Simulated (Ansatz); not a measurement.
# CuBr: up Jacob's ladder to CCSD(T)

The task here is to estimate one member of a computed series from the others.

Program: Ansatz 0.2.0, Gaussian basis. Level of theory: functionals in def2-TZVPP, the program's frozen cores in correlated methods. These are calculated values, not measurements.

The runs, in order: LDA (SPW92), PBE-D4, revPBE-D4, BLYP-D4, r2SCAN-D4, B97M-V, PBE0-D4, B3LYP-D4, r2SCANh-D4, r2SCAN0-D4, HSE06-D4, BHLYP-D4, CAM-B3LYP-D4, LC-ωPBE, ωB97X-V, ωB97M-V, B2PLYP, PBE-QIDH; CCSD(T)/def2-SVP; CCSD(T)/def2-TZVPP; CCSD(T)/def2-QZVPP; extrapolation to the limit; RPA on PBE.

## The geometry

All runs share one geometry, relaxed beforehand with PBE0-D4 in a triple-zeta def2 set.

SMILES `[Cu][Br]`, 2 atoms, charge 0, spin multiplicity 1.

Atoms are counted from 1 here; the program's logs count them from 0.

Bond lengths: Cu1–Br2 2.208 Å.

Set-up of the first run:

File in.yaml:

```yaml
crystal:
  periodic: [false, false, false]
  atoms:
    - {symbol: Cu, position_ang: [0.954365, -0.363579, 0.475582]}
    - {symbol: Br, position_ang: [-0.924865, 0.303379, -0.471482]}
basis:
  gaussian: {orbitals: def2-TZVPP}
hamiltonian: {xc: lda}
output: {orbitals: {seedname: orbitals}}
```

Started as:

```console
ansatz run in.yaml --threads 2 --pin off --events-out ev --progress --plain --max-ram 20480MiB --backend cpu
```

Among the steps run: LDA; PBE-D4 (GGA); revPBE-D4 (GGA); BLYP-D4 (GGA); r2SCAN-D4 (meta-GGA); B97M-V (meta-GGA); B3LYP-D4 (hybrid); r2SCANh-D4 (hybrid); r2SCAN0-D4 (hybrid); HSE06-D4 (hybrid); BHLYP-D4 (hybrid); CAM-B3LYP-D4 (range-separated); LC-ωPBE (range-separated); ωB97X-V (range-separated); ωB97M-V (range-separated); B2PLYP (double hybrid); PBE-QIDH (double hybrid).

One table of the session follows, with a row left open; its other results are not shown here.

It belongs to the step «Orbital energies across the functionals». 

```
  functional  HOMO (eV)  LUMO (eV)  gap (eV)
 LDA (SPW92)      -6.16      -4.12      2.03
      PBE-D4      -5.91      -3.89      2.03
   revPBE-D4      -5.83      -3.78      2.05
     BLYP-D4      -5.83      -3.93      1.90
   r2SCAN-D4      -6.07      -3.59      2.48
      B97M-V      -6.19      -3.82      2.37
     PBE0-D4      -7.21      -2.91      4.30
    B3LYP-D4          ?          ?         ?
  r2SCANh-D4      -6.62      -3.23      3.38
  r2SCAN0-D4      -7.36      -2.72      4.63
    HSE06-D4      -6.81      -3.28      3.53
    BHLYP-D4      -8.28      -2.18      6.10
CAM-B3LYP-D4      -8.56      -2.13      6.43
     LC-ωPBE      -9.81      -0.82      8.99
     ωB97X-V      -9.49      -0.97      8.52
     ωB97M-V      -9.42      -1.27      8.15
```

Estimate the missing values for B3LYP-D4.

Worked estimate for «HOMO (eV)». Against the share of exact exchange, BLYP-D4 (0, -5.83), BHLYP-D4 (0.5, -8.28) give a slope of -4.90 per unit share; at 0.2 the line stands at -6.81.

The run gave: HOMO (eV): -7.02; LUMO (eV): -3.32; gap (eV): 3.70. In «HOMO (eV)» the line misses by +0.21.
